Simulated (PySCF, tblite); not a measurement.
# C₈H₉F: a rotation path, then NMR shifts on frames, part 2 of 2

tblite 0.8.0 and PySCF 2.14.0. Atoms count from 0. The steps go on from the part before.

### 5 Nuclear shieldings: image 4, PBE0/pcSseg-1

What the job is given:

```
{"job": {"kind": "nmr", "xc": "PBE0", "basis": "pcSseg-1", "pop": false}, "charge": 0, "multiplicity": 1}
C     -2.417400    -0.520400     0.971500
C     -1.186900     0.017000     0.306300
C     -1.226200     1.156600    -0.487800
C     -0.081900     1.619200    -1.113500
C      1.119200     0.948900    -0.962000
C      1.171700    -0.200200    -0.183900
C      2.453100    -0.965200    -0.017300
F      3.197500    -0.473900     1.036800
C      0.023000    -0.648100     0.449200
H     -3.121000     0.276100     1.203800
H     -2.918400    -1.231700     0.311700
H     -2.159100    -1.043900     1.890000
H     -2.158200     1.689200    -0.613200
H     -0.128500     2.504500    -1.731200
H      2.011100     1.316300    -1.446800
H      3.087500    -0.887500    -0.905100
H      2.252900    -2.016100     0.214200
H      0.072800    -1.534600     1.065800
```

With the program's defaults for keys left out, this is: GIAO PBE0/pcSseg-1 NMR shielding, non-relativistic, gas phase.

Standard output:

```text
coarse grid: 15360 points
cycle   1  E = -409.4695839713  dE =  1.413e+00  |g| = 5.488e-01  |ddm| = 4.072e+00
cycle   2  E = -409.4479073953  dE =  2.168e-02  |g| = 6.980e-01  |ddm| = 1.254e+00
cycle   3  E = -409.5318079970  dE = -8.390e-02  |g| = 7.650e-02  |ddm| = 6.389e-01
cycle   4  E = -409.5327562224  dE = -9.482e-04  |g| = 3.492e-02  |ddm| = 9.970e-02
cycle   5  E = -409.5330159648  dE = -2.597e-04  |g| = 1.197e-02  |ddm| = 4.750e-02
cycle   6  E = -409.5330510616  dE = -3.510e-05  |g| = 3.566e-03  |ddm| = 1.473e-02
cycle   7  E = -409.5330543504  dE = -3.289e-06  |g| = 5.606e-04  |ddm| = 3.987e-03
final grid: 149616 points
cycle   8  E = -409.5943002031  dE = -4.790e-05  |g| = 8.819e-03  |ddm| = 5.247e-02
cycle   9  E = -409.5942963375  dE =  3.866e-06  |g| = 1.018e-02  |ddm| = 2.203e-02
cycle  10  E = -409.5943198401  dE = -2.350e-05  |g| = 1.370e-03  |ddm| = 1.132e-02
cycle  11  E = -409.5943201576  dE = -3.176e-07  |g| = 2.628e-04  |ddm| = 1.342e-03
cycle  12  E = -409.5943201691  dE = -1.152e-08  |g| = 1.380e-04  |ddm| = 3.570e-04
cycle  13  E = -409.5943201740  dE = -4.855e-09  |g| = 2.731e-05  |ddm| = 1.607e-04
cycle  14  E = -409.5943201742  dE = -1.768e-10  |g| = 7.781e-06  |ddm| = 3.678e-05
converged SCF energy = -409.5943201742

GIAO shielding tensors (ppm)
atom      isotropic    diamagn.    paramagn.     s11        s22        s33       span
  0 C      162.723     244.680     -81.957    141.365    157.631    189.172     47.807
  1 C       42.817     261.390    -218.573    -60.036     11.712    176.774    236.810
  2 C       52.056     251.737    -199.681    -53.263     43.224    166.208    219.471
  3 C       52.304     254.687    -202.383    -57.433     38.541    175.805    233.238
  4 C       53.308     251.601    -198.293    -50.185     40.497    169.612    219.797
  5 C       45.048     261.687    -216.639    -54.389     13.067    176.466    230.855
  6 C       97.831     236.160    -138.330     74.839     84.623    134.029     59.190
  7 F      387.905     471.790     -83.885    343.404    361.514    458.797    115.394
  8 C       48.661     252.728    -204.067    -51.615     46.270    151.327    202.942
  9 H       29.268      28.408       0.860     24.216     28.551     35.037     10.821
 10 H       28.876      27.838       1.038     25.664     26.004     34.960      9.295
 11 H       29.220      28.983       0.237     24.055     29.027     34.577     10.522
 12 H       24.150      32.438      -8.288     20.571     23.654     28.225      7.655
 13 H       24.044      30.469      -6.425     20.573     24.679     26.880      6.306
 14 H       24.076      32.139      -8.064     20.564     23.787     27.876      7.312
 15 H       26.197      27.665      -1.469     22.815     26.572     29.203      6.388
 16 H       26.285      28.175      -1.889     22.693     26.961     29.201      6.508
 17 H       24.092      34.843     -10.751     20.259     22.342     29.675      9.416
```

Run time: 1.7 min. Hardware: 1 thread, shared host.

Key values: δ C1 144.1, C5 141.9, C8 138.3, C2 134.9, H13 7.67, H14 7.64 ppm.

### 6 NMR shieldings: image 6, PBE0/pcSseg-1

What the job is given:

```
{"job": {"kind": "nmr", "xc": "PBE0", "basis": "pcSseg-1", "pop": false}, "charge": 0, "multiplicity": 1}
C     -2.386700    -0.473800     1.044300
C     -1.174000     0.032700     0.324500
C     -1.239400     1.127400    -0.529500
C     -0.113700     1.561500    -1.206200
C      1.097700     0.913300    -1.038700
C      1.176700    -0.186100    -0.196100
C      2.468100    -0.931500    -0.016200
F      2.759300    -1.113600     1.317000
C      0.043300    -0.615900     0.477600
H     -3.090500     0.330600     1.247300
H     -2.896800    -1.222500     0.435100
H     -2.105900    -0.944500     1.984400
H     -2.176700     1.649000    -0.660500
H     -0.178200     2.413100    -1.867900
H      1.976300     1.260400    -1.561700
H      3.313000    -0.393100    -0.454700
H      2.399300    -1.935700    -0.452200
H      0.119500    -1.465000     1.141900
```

Method: GIAO PBE0/pcSseg-1 NMR shielding, non-relativistic, gas phase.

Standard output:

```text
coarse grid: 15360 points
cycle   1  E = -409.4705683090  dE =  1.419e+00  |g| = 5.468e-01  |ddm| = 4.087e+00
cycle   2  E = -409.4484556851  dE =  2.211e-02  |g| = 6.937e-01  |ddm| = 1.299e+00
cycle   3  E = -409.5325555827  dE = -8.410e-02  |g| = 7.989e-02  |ddm| = 6.729e-01
cycle   4  E = -409.5335924262  dE = -1.037e-03  |g| = 3.749e-02  |ddm| = 1.081e-01
cycle   5  E = -409.5339010884  dE = -3.087e-04  |g| = 1.305e-02  |ddm| = 5.048e-02
cycle   6  E = -409.5339437949  dE = -4.271e-05  |g| = 3.365e-03  |ddm| = 1.561e-02
cycle   7  E = -409.5339466134  dE = -2.819e-06  |g| = 5.481e-04  |ddm| = 3.851e-03
final grid: 149616 points
cycle   8  E = -409.5949993423  dE = -4.772e-05  |g| = 8.594e-03  |ddm| = 5.137e-02
cycle   9  E = -409.5949959182  dE =  3.424e-06  |g| = 9.878e-03  |ddm| = 2.166e-02
cycle  10  E = -409.5950180198  dE = -2.210e-05  |g| = 1.280e-03  |ddm| = 1.124e-02
cycle  11  E = -409.5950182874  dE = -2.676e-07  |g| = 2.411e-04  |ddm| = 1.294e-03
cycle  12  E = -409.5950182966  dE = -9.172e-09  |g| = 1.161e-04  |ddm| = 2.974e-04
cycle  13  E = -409.5950183000  dE = -3.401e-09  |g| = 2.920e-05  |ddm| = 1.455e-04
cycle  14  E = -409.5950183002  dE = -2.098e-10  |g| = 7.662e-06  |ddm| = 3.897e-05
converged SCF energy = -409.5950183002

GIAO shielding tensors (ppm)
atom      isotropic    diamagn.    paramagn.     s11        s22        s33       span
  0 C      162.730     244.691     -81.961    141.327    157.713    189.150     47.823
  1 C       42.629     261.527    -218.899    -61.316     11.384    177.817    239.133
  2 C       52.808     251.726    -198.918    -51.265     44.445    165.242    216.507
  3 C       53.151     254.646    -201.496    -56.044     39.456    176.041    232.085
  4 C       57.759     251.939    -194.180    -44.087     48.772    168.592    212.679
  5 C       43.089     262.679    -219.590    -55.259     14.300    170.227    225.485
  6 C       98.583     236.710    -138.127     68.567     84.089    143.092     74.525
  7 F      409.184     474.046     -64.862    361.479    397.931    468.143    106.665
  8 C       51.996     251.971    -199.975    -50.647     41.632    165.002    215.649
  9 H       29.305      28.454       0.851     24.279     28.596     35.042     10.763
 10 H       28.875      27.851       1.024     25.673     26.014     34.938      9.266
 11 H       29.215      28.952       0.263     24.001     29.055     34.589     10.588
 12 H       24.250      32.478      -8.228     20.666     23.829     28.254      7.588
 13 H       24.175      30.477      -6.302     20.721     24.915     26.889      6.168
 14 H       24.471      32.545      -8.074     21.017     24.483     27.913      6.896
 15 H       26.312      28.015      -1.704     21.547     27.003     30.385      8.838
 16 H       25.914      27.313      -1.399     22.919     25.937     28.888      5.969
 17 H       23.866      34.119     -10.254     19.629     21.827     30.141     10.512
```

Wall time 1.9 min (1 thread, shared host).

This run: δ C1 144.3, C5 143.8, C8 134.9, C2 134.1, H17 7.85, H13 7.54 ppm.

### 7 Shielding tensors: image 8, PBE0/pcSseg-1

What the job is given:

```
{"job": {"kind": "nmr", "xc": "PBE0", "basis": "pcSseg-1", "pop": false}, "charge": 0, "multiplicity": 1}
C     -2.379800    -0.405300     1.112100
C     -1.170200     0.040900     0.349100
C     -1.254400     1.078600    -0.569000
C     -0.139400     1.477000    -1.286000
C      1.073300     0.841400    -1.097300
C      1.172200    -0.201500    -0.183900
C      2.499700    -0.884400     0.001000
F      2.477900    -1.800000     1.022300
C      0.052300    -0.593500     0.531300
H     -3.047600     0.431800     1.302800
H     -2.929200    -1.148600     0.533300
H     -2.098100    -0.857600     2.059700
H     -2.199400     1.579600    -0.721900
H     -0.216300     2.290000    -1.992800
H      1.945100     1.150600    -1.655900
H      3.283900    -0.157700     0.246700
H      2.786800    -1.433000    -0.905400
H      0.134400    -1.402300     1.242200
```

With the program's defaults for keys left out, this is: GIAO PBE0/pcSseg-1 NMR shielding, non-relativistic, gas phase.

Standard output:

```text
coarse grid: 15360 points
cycle   1  E = -409.4714546037  dE =  1.426e+00  |g| = 5.463e-01  |ddm| = 4.104e+00
cycle   2  E = -409.4474331202  dE =  2.402e-02  |g| = 6.942e-01  |ddm| = 1.319e+00
cycle   3  E = -409.5337222960  dE = -8.629e-02  |g| = 8.724e-02  |ddm| = 6.915e-01
cycle   4  E = -409.5350248538  dE = -1.303e-03  |g| = 4.065e-02  |ddm| = 1.166e-01
cycle   5  E = -409.5354069970  dE = -3.821e-04  |g| = 1.371e-02  |ddm| = 5.257e-02
cycle   6  E = -409.5354540980  dE = -4.710e-05  |g| = 3.169e-03  |ddm| = 1.604e-02
cycle   7  E = -409.5354564663  dE = -2.368e-06  |g| = 5.684e-04  |ddm| = 3.779e-03
final grid: 149616 points
cycle   8  E = -409.5955977805  dE = -4.689e-05  |g| = 8.327e-03  |ddm| = 5.486e-02
cycle   9  E = -409.5955947787  dE =  3.002e-06  |g| = 9.480e-03  |ddm| = 2.107e-02
cycle  10  E = -409.5956154631  dE = -2.068e-05  |g| = 1.275e-03  |ddm| = 1.092e-02
cycle  11  E = -409.5956157368  dE = -2.737e-07  |g| = 2.431e-04  |ddm| = 1.334e-03
cycle  12  E = -409.5956157465  dE = -9.694e-09  |g| = 1.269e-04  |ddm| = 3.274e-04
cycle  13  E = -409.5956157506  dE = -4.097e-09  |g| = 2.689e-05  |ddm| = 1.566e-04
cycle  14  E = -409.5956157508  dE = -1.754e-10  |g| = 7.224e-06  |ddm| = 3.703e-05
converged SCF energy = -409.5956157508

GIAO shielding tensors (ppm)
atom      isotropic    diamagn.    paramagn.     s11        s22        s33       span
  0 C      162.568     244.660     -82.092    140.792    157.714    189.198     48.405
  1 C       42.383     261.617    -219.233    -62.381     11.310    178.221    240.602
  2 C       54.290     251.942    -197.652    -48.779     47.110    164.540    213.319
  3 C       53.300     254.445    -201.145    -57.198     39.975    177.121    234.319
  4 C       62.599     252.083    -189.484    -39.465     48.742    178.519    217.985
  5 C       42.228     263.450    -221.223    -56.156     20.527    162.312    218.468
  6 C       99.903     237.176    -137.273     64.220     80.730    154.760     90.539
  7 F      437.312     473.702     -36.390    410.290    426.199    475.448     65.158
  8 C       58.241     250.513    -192.272    -43.538     45.379    172.882    216.420
  9 H       29.270      28.462       0.808     24.221     28.632     34.959     10.738
 10 H       28.876      27.863       1.013     25.729     25.952     34.949      9.220
 11 H       29.308      29.093       0.214     24.139     29.122     34.661     10.522
 12 H       24.329      32.604      -8.275     20.663     23.967     28.356      7.693
 13 H       24.150      30.513      -6.363     20.720     24.870     26.859      6.139
 14 H       24.685      32.309      -7.623     21.036     24.541     28.479      7.443
 15 H       25.793      27.087      -1.294     20.253     27.154     29.973      9.720
 16 H       25.757      26.938      -1.181     20.485     27.119     29.668      9.183
 17 H       24.001      34.089     -10.088     19.444     22.080     30.480     11.036
```

It took 1.7 min on 1 thread, shared host.

Key values: δ C5 144.7, C1 144.5, C3 133.6, C2 132.6, H17 7.72, H13 7.57 ppm.

### 8 Comparing the runs: NMR shifts

Shifts (ppm) of some atoms, chosen among heavy atoms and hydrogens apart, with basis size and wall time:

```csv
frame,C5,C2,C8,C4,H14,H17,F7,functions,time
image 0,144.8,132.8,127.4,125.4,7.67,7.08,-266.2,198,2 min
image 2,144.0,133.7,132.6,129.9,7.78,7.23,-243.0,198,91 s
image 4,141.9,134.9,138.3,133.6,7.64,7.63,-217.0,198,1.7 min
image 6,143.8,134.1,134.9,129.2,7.25,7.85,-238.2,198,1.9 min
image 8,144.7,132.6,128.7,124.3,7.03,7.72,-266.4,198,1.7 min
```

### 9 Results

This closing draws on all 2 parts.

```
                                         quantity                                                     value
                                          barrier                        0.022 eV (0.5 kcal/mol) at image 4
                            end to end (GFN2-xTB)                                                 -0.003 eV
  13C shifts against TMS (PBE0/pcSseg-1, image 0)  144.8, 143.2, 134.7, 132.8, 127.4, 125.4, 87.0, 24.2 ppm
   1H shifts against TMS (PBE0/pcSseg-1, image 0)  7.67, 7.67, 7.38, 7.08, 5.95, 5.94, 2.80, 2.39, 2.33 ppm
19F shifts against CFCl3 (PBE0/pcSseg-1, image 0)                                                -266.2 ppm
            surface potential, 1st and 99th percentile                                        -1.01 V and 1.01 V
                         range of the shift of F7                                      -266.4 to -217.0 ppm
```

**Reading.** Along the band the dihedral turns by 174°, and the top (dihedral 88°) lies 0.5 kcal/mol above the start (GFN2-xTB, rough), so at room temperature this motion is fast. The top was not checked by a frequency run. Shifts at one fixed geometry are not the observed spectrum, which averages over the motion. NICS(1)zz of -28 ppm above the planar ring from C1 marks a diatropic (aromatic) ring current. By nearest atom (PBE0/pcSseg-1), the HOMO sits on C1, C2, C4 about 21 % each; C5 17 % and the LUMO on C3, C5, C8 about 19 % each; C2 13 %. Across the 5 runs the shift of F7 moves most, between -266.4 (image 8) and -217.0 ppm (image 4).
